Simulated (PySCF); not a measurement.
# C3H9Tl: the cost of one run

Programs: PySCF 2.14.0, with routines of our own; each step states its level. All values are computed. Atoms count from 0.

## (1) The system as given

13 atoms, charge 0, multiplicity 1; geometry from: GFN2-xTB.

## (2) Optimising the geometry at PBE0-D3(BJ)/def2-SVP

What the job is given:

```
{"job": {"xc": "PBE0", "basis": "def2-SVP", "d3": "d3bj", "grid": 1, "maxiter": 30, "shake": 0.01, "kind": "geom"}, "charge": 0, "multiplicity": 1}
C     -0.461970     2.254070    -0.149210
Tl    -0.004720    -0.004530     0.023840
C      2.201800    -0.718640     0.144690
C     -1.707060    -1.556830     0.009150
H     -0.407830     2.571230    -1.206290
H      0.217760     2.873920     0.422110
H     -1.478050     2.492950     0.192130
H      2.430050    -1.146130     1.125000
H      2.906960     0.113940     0.018280
H      2.406930    -1.477520    -0.590520
H     -2.652640    -1.131380     0.439880
H     -1.937540    -1.850770    -1.007810
H     -1.507850    -2.437200     0.568420
```

Launch:

```console
$ OMP_NUM_THREADS=1 python heavy_run.py task.json out
```

One launch serves the whole session: the jobs run in the order shown.

Q: Estimate the wall time and peak memory of this first job on 1 thread of Arm Neoverse V2, shared host.

About 30 s, with a peak of 0.49 GiB.
